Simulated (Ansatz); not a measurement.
O:

```
CELL_PARAMETERS angstrom
4.37743 -3.11011 0.00000
4.37743 3.11011 0.00000
-1.90831 0.00000 3.95335
ATOMIC_POSITIONS crystal
O 0.85178 0.85178 0.13264
O 0.14822 0.14822 0.86736
O 0.79225 0.79225 0.82168
O 0.20775 0.20775 0.17832
O 0.78609 0.27346 0.15539
O 0.72654 0.21391 0.84461
O 0.21391 0.72654 0.84461
O 0.27346 0.78609 0.15539
```

| Item | Value |
| --- | --- |
| Program | Ansatz 0.2.0 |
| Task | single point |
| Functional | PBEsol |
| Potentials or basis | Ansatz PAW |
| Cutoff | 420 eV (not typed: the program's choice for these potentials) |
| k mesh | 6 × 6 × 7 |
| Occupations | fermi-dirac, width 0.05 eV |
| Spin | no spin polarisation |

On this cell: pressure -5.0 GPa; largest force 1.612 eV/Å; band gap on the k mesh 1.36 eV, indirect (least direct gap 1.42 eV).

The same run follows on a disturbed copy (atoms moved at random, drawn with an rms of 0.05 Å):

```
O
1.0
     4.37743   -3.11011    0.00000
     4.37743    3.11011    0.00000
    -1.90831    0.00000    3.95335
O
8
Direct
  0.85595 0.85962 0.13551
  0.14266 0.15340 0.86016
  0.79200 0.79732 0.82503
  0.20842 0.20675 0.18182
  0.79189 0.27173 0.16627
  0.72042 0.21574 0.84042
  0.21608 0.72467 0.84431
  0.26631 0.78829 0.15507
```

Q: What does the disturbed cell give?

A: The energy moves by +37.9 meV/atom; pressure -7.9 GPa; largest force 4.354 eV/Å; band gap on the k mesh 1.40 eV, indirect (least direct gap 1.45 eV).

Forces on the atoms (eV/Å):
```
O    0.116 -0.101 -1.807
O   -0.532 -0.379  3.714
O    0.014  0.035  1.652
O    0.066  0.298 -3.725
O    0.219  0.181 -4.185
O   -0.066 -0.436  4.332
O   -0.308  0.414  1.911
O    0.491 -0.012 -1.891
```

Stress tensor (GPa, compression positive):
```
 -1.10  -0.08   1.59
 -0.08  -1.17   0.71
  1.59   0.71 -21.34
```

Caveats: spin is off for a triplet molecule; odd divisions of the mesh miss points on the zone boundary, where band edges often lie, so the gap on the mesh can be too wide; the PAW data sets come from PBE, with cores solved anew for the run's functional, which leaves a small shift of forces and pressure; forces of over 1 eV/Å show positions far from the minimum, so gaps and moduli don't describe the material at rest (some runs).

A k mesh can miss the band edges.
